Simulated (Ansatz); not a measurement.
# TaN: the cost of one run

Program: Ansatz 0.2.0. Level of theory: DFT PBEsol, scalar-relativistic, plane waves, PAW. These are calculated values, not measurements.

### Step 1. Starting point

It takes space group Fm-3m (No. 225, cubic). Conventional cell: a = 4.358 Å, b = 4.358 Å, c = 4.358 Å, α = 90.00°, β = 90.00°, γ = 90.00°. Ta (site symmetry m-3m) is surrounded by 6 N at 2.18 Å. N (site symmetry m-3m) has 6 Ta at 2.18 Å in its first shell of neighbours.

Structure file:

```cif
data_structure
_symmetry_space_group_name_H-M 'P 1'
_symmetry_Int_Tables_number 1
_cell_length_a 3.0816
_cell_length_b 3.0816
_cell_length_c 3.0816
_cell_angle_alpha 60.000
_cell_angle_beta 60.000
_cell_angle_gamma 60.000
_cell_volume 20.69
loop_
_atom_site_label
_atom_site_type_symbol
_atom_site_fract_x
_atom_site_fract_y
_atom_site_fract_z
_atom_site_occupancy
Ta1 Ta 0.50000 0.50000 0.50000 1
N1 N 0.00000 0.00000 0.00000 1
```

No relaxation comes first: the listed cell is the starting point.

### Step 2. The reference cell

The reference gives a free energy of -10187.0623 eV, pressure 4.43 GPa, largest force 0.000 eV/Å and gap on the mesh none (metal). It was computed beforehand with the settings of the runs below.

### Step 3. Setting up a tetragonal deformation path

At fixed volume and fractional coordinates, lengths along (0.000, 0.000, 1.000) are scaled against those across it; ρ is that ratio over its starting value.

### Step 4. Point ρ = 0.707

Input file input.yaml:

```yaml
crystal:
  lattice:
    - [0.0, 2.4459679325, 1.7292993283]
    - [2.4459679325, 0.0, 1.7292993283]
    - [2.4459679325, 2.4459679325, 0.0]
  atoms:
    - { symbol: Ta, position: [0.5, 0.5, 0.5] }
    - { symbol: "N", position: [0.0, 0.0, 0.0] }
basis:
  ecutwfc: 420
kpoints:
  mp_grid: { grid: [20, 20, 20] }
hamiltonian:
  xc: pbesol
scf:
  occupations: { method: gaussian, width: 0.15 }
output:
  forces: true
  stress: true
  eigenvalues: true
```

Started as:

```sh
> ansatz run input.yaml --threads 1 --pin off --max-ram 2560MiB --backend cpu --events-out ev --progress --plain --runs-dir out
```

**Question.** How long does this run take on 1 thread of Intel Xeon at 2.50GHz (Skylake/Cascade Lake), shared host, and how much memory does it need?

About 20 s, with a peak of 0.46 GiB.
